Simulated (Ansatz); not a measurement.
**GeNH₃ (singlet): the correlation ladder at distance Ge1–H4 = 1.846 Å, cc-pVDZ**

One table from this session's results is given with a row withheld; the runs are named, their logs left out.

Method: cc-pVDZ, core rule «outside noble gas», up to 15 orbitals frozen; program: Ansatz 0.2.0, Gaussian basis.

The runs, in order: UHF; CCSD(T) on RHF; CCSD(T) on UHF; BCCD(T) on RHF; CISD; CCSDT(Q) on RHF; CCSDT(Q) on UHF; CASSCF and MRCISD+Q, 2 electrons in 2 orbitals; CASSCF and NEVPT2, 2 electrons in 2 orbitals.

16 further runs of the same task are left out: 1 for a mislabelled method, 11 that didn't finish, 4 set aside as unsound or not needed.

### The system

The geometry derives from a PBE0/def2-TZVP stationary point (not a proven minimum). One bond is set to the value named and the two fragments are kept rigid. No spin-orbit coupling is included. The filled d shell of Ge may be among the frozen orbitals whatever the setting's name suggests; the logs give the count.

5 atoms, charge 0, spin multiplicity 1.

Atoms are counted from 1 here; the program's logs count them from 0.

Bond lengths: Ge1–N2 1.703 Å, Ge1–H3 1.543 Å, Ge1–H4 1.846 Å, N2–H5 1.020 Å. Angles: N2–Ge1–H3 128.8°, N2–Ge1–H4 117.8°, H3–Ge1–H4 113.4°, Ge1–N2–H5 110.9°.

Set-up of the first run:

Input file in.yaml:

```yaml
crystal:
  periodic: [false, false, false]
  atoms:
    - {symbol: Ge, position_ang: [0.000000, 0.016554, 0.268342]}
    - {symbol: N, position_ang: [0.000000, -0.125470, -1.429175]}
    - {symbol: H, position_ang: [0.000000, 1.295638, 1.130632]}
    - {symbol: H, position_ang: [0.000000, -1.538617, 1.262907]}
    - {symbol: H, position_ang: [0.000000, 0.793576, -1.872005]}
basis:
  gaussian: {orbitals: cc-pVDZ}
magnetization: {spin_polarized: true, initial_magnetization: 0}
hamiltonian: {xc: hf}
output: {orbitals: {seedname: orbitals}}
```

On the command line:

```sh
> ansatz run in.yaml --threads 1 --pin off --events-out ev --progress --plain --max-ram 2393MiB
```

Steps of the session up to this table: UHF; CCSD(T) on RHF; CCSD(T) on UHF; BCCD(T) on RHF; CISD; CCSDT(Q) on RHF; CCSDT(Q) on UHF; CASSCF and MRCISD+Q, 2 electrons in 2 orbitals; CASSCF and NEVPT2, 2 electrons in 2 orbitals.

One table of the session follows, with a row left open; its other results are not shown here.

```
       method  from RCCSDT(Q) (meV)
          RHF               +8630.8
          UHF               +8484.2
         RMP2                +992.9
        RCCSD                +398.0
     RCCSD(T)                 +61.7
      BCCD(T)                 +63.8
       RCCSDT                     ?
    RCCSDT(Q)                     0
  CASSCF pair               +7766.6
  NEVPT2 pair               +1011.8
  MRCISD pair                +936.0
MRCISD+Q pair                +175.1
```

Q: Estimate the row for RCCSDT from the others.

**Answer.** from RCCSDT(Q) (meV): +40.2. In the column «from RCCSDT(Q) (meV)» it lies between RCCSDT(Q) (0) and RCCSD(T) (+61.7).

Not comparable, so not listed: CCSD(T) on UHF; CCSDT(Q) on UHF (they don't share determinant, frozen orbitals or solution with the rows shown, or repeat one).

Caveats from the session: Warnings: restricted reference is unstable; spin contamination; large T1 diagnostic.
